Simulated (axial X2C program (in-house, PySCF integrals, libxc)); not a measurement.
# HgH⁺: bond curves with and without spin–orbit coupling

Aim: find the lowest determinant of HgH⁺, scan the bond at several levels and fit the constants, once spin-free and once with spin–orbit coupling.

Program: an in-house X2C program for linear molecules on PySCF integrals. Level of theory: all-electron X2C, Hg dyall-cv3z, H dyall-v3z. These are calculated values, not measurements.

## Step 1: The job

The input, task.json:

```json
{"zs": [80, 1], "q": 1, "bas": ["dyall-cv3z", "dyall-v3z"], "levels": ["PBE0", "HF", "M06"], "cc": true, "r0": 1.65, "thr": -2.0, "nmax": 90, "npts": 10, "nst": 2, "ntry": 6}
```

Keys: zs atomic numbers; q charge; bas basis sets; levels methods (HF also brings MP2); cc coupled cluster on or off; r0 starting distance in Å; thr threshold in hartree for freezing inner shells (an s shell follows its p shell); nmax most natural virtual spinors; npts points asked for on the curve; nst determinants followed; ntry starts of the search.

Command:

```console
> python so2c.py task.json out
```

Spin-free means the one-electron spin-free X2C Hamiltonian; two-component (2c) means X2C with spin–orbit coupling and atomic mean-field two-electron Coulomb and Gaunt terms. Basis: Hg dyall-cv3z contracted to [13s14p9d6f4g], H dyall-v3z contracted to [6s2p1d]; Gaussian nuclei, density fitting. Masses: Hg 201.971 u, H 1.008 u.

Notation: σ, π±, δ± give the projection m of an orbital's angular momentum (0, ±1, ±2), α and β its spin, Λ and M_S the sums; ω is the projection of a spinor's total angular momentum and Ω the sum. Logs are in hartree.

The runs that follow: PBE0, spin-free; HF, spin-free; M06, spin-free; MP2 and beyond, spin-free; PBE0, 2c; HF, 2c; M06, 2c; Correlated methods, 2c.

Q: Predict the outcome of this session. Wanted: for each run, Hamiltonian; Re; ωe; De; μ.

**Answer**, as computed:

Lowest determinant that the search found at its distance, spin-free: M_S = 0, Λ = 0 (closed shell).

Lowest determinant that the search found at its distance, 2c: Ω = 0 (closed shell).

```tsv
Hamiltonian	level	Re (Å)	ωe (cm⁻¹)	De (eV)	μ (D)
spin-free	PBE0	1.599	2038	2.62	-0.39
spin-free	HF	1.621	2050	1.29	-1.34
spin-free	MP2	1.577	2113	2.49	n/a
spin-free	CCSD	1.602	2016	2.57	n/a
spin-free	CCSD(T)	1.604	1994	2.65	n/a
spin-free	M06	1.632	1933	2.58	-0.45
2c	PBE0	1.597	2046	2.65	-0.40
2c	HF	1.618	2060	1.32	-1.33
2c	MP2	1.575	2122	2.51	n/a
2c	CCSD	1.599	2026	2.60	n/a
2c	CCSD(T)	1.601	2004	2.67	n/a
2c	M06	1.630	1940	2.60	-0.46
```

Dipoles are positive if H is the positive end and refer to the centre of mass.

At CCSD(T), going from spin-free to two-component changes Re by -3 mÅ, ωe by +0.5 %, which is small (part of it comes from the scalar share of the two-electron terms). De moves by +0.02 eV; both De rest on single-determinant atoms, which can miss part of an open shell's spin–orbit lowering.

De refers to Hg+ + H, each in the lowest determinant found, which need not be this curve's own limit. Each curve is one determinant whose occupation by symmetry is held fixed; it was picked as the lowest of a PBE0 search that is not exhaustive. Closed shells are restricted here (equal orbitals for both partners), which fails at long range if the bond breaks into open shells. Dissociation energies refer to the lowest single-determinant-based atoms at the same level and basis. Coupled cluster ran in a truncated set of natural virtual spinors; the MP2 energy of the rest was added. The meta-GGAs lack a current-density term, which matters for open shells with orbital currents, atoms included. T1 at Re is 0.026 (Lee–Taylor), above the customary mark of 0.02.
